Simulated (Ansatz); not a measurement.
**FH₃OSi₂: basis-set convergence**

One table from this session's results is given with a row withheld; the runs are named, their logs left out.

Program: Ansatz 0.2.0, Gaussian basis. Level of theory: one geometry, several basis sets. These are calculated values, not measurements.

The runs, in order: PBE0-D4/def2-SVP; ωB97M-V/def2-SVP; PBE0-D4/def2-QZVPP; ωB97M-V/def2-QZVPP; the functionals' def2-TZVPP values are taken from earlier runs.

## The geometry

An earlier PBE0-D4 in a triple-zeta def2 set relaxation fixed the geometry.

7 atoms, charge 0, spin multiplicity 1.

Atoms are counted from 1 here; the program's logs count them from 0.

Bond lengths: F1–Si2 1.612 Å, Si2–O3 1.651 Å, Si2–H5 1.502 Å, O3–Si4 1.612 Å, Si4–H6 1.487 Å, Si4–H7 1.486 Å. Angles: F1–Si2–O3 106.5°, F1–Si2–H5 104.4°, O3–Si2–H5 103.7°, Si2–O3–Si4 158.8°, O3–Si4–H6 113.5°, O3–Si4–H7 111.4°, H6–Si4–H7 112.5°.

Set-up of the first run:

The input, in.yaml:

```yaml
crystal:
  periodic: [false, false, false]
  atoms:
    - {symbol: F, position_ang: [-0.918330, -1.953605, 0.981416]}
    - {symbol: Si, position_ang: [-0.284986, -1.581119, -0.452863]}
    - {symbol: O, position_ang: [0.064267, 0.032135, -0.407072]}
    - {symbol: Si, position_ang: [0.417957, 1.475869, 0.217135]}
    - {symbol: H, position_ang: [-1.443265, -1.666654, -1.405365]}
    - {symbol: H, position_ang: [0.823333, 1.421818, 1.646949]}
    - {symbol: H, position_ang: [1.402423, 2.203456, -0.625901]}
basis:
  gaussian: {orbitals: def2-SVP}
hamiltonian: {xc: pbe0, dispersion: d4}
output: {orbitals: {seedname: orbitals}}
```

On the command line:

```console
> ansatz run in.yaml --threads 2 --pin off --events-out ev --progress --plain --max-ram 4352MiB
```

Among the steps run: PBE0-D4 in def2-SVP; ωB97M-V in def2-SVP; PBE0-D4 in def2-QZVPP; ωB97M-V in def2-QZVPP.

One table of the session follows, with a row left open; its other results are not shown here.

It belongs to the step «Density functionals: the series». 

| functional | basis | HOMO (eV) | LUMO (eV) |
| --- | --- | --- | --- |
| PBE0-D4 | def2-SVP | -5.41 | -3.48 |
| PBE0-D4 | def2-TZVPP | ? | ? |
| PBE0-D4 | def2-QZVPP | -5.49 | -3.64 |
| ωB97M-V | def2-SVP | -6.78 | -1.91 |
| ωB97M-V | def2-TZVPP | -6.86 | -2.08 |
| ωB97M-V | def2-QZVPP | -6.90 | -2.16 |

Estimate the missing values for PBE0-D4, def2-TZVPP.

The run gave: HOMO (eV): -5.46; LUMO (eV): -3.60. In the column «HOMO (eV)» it lies between PBE0-D4, def2-QZVPP (-5.49) and PBE0-D4, def2-SVP (-5.41).
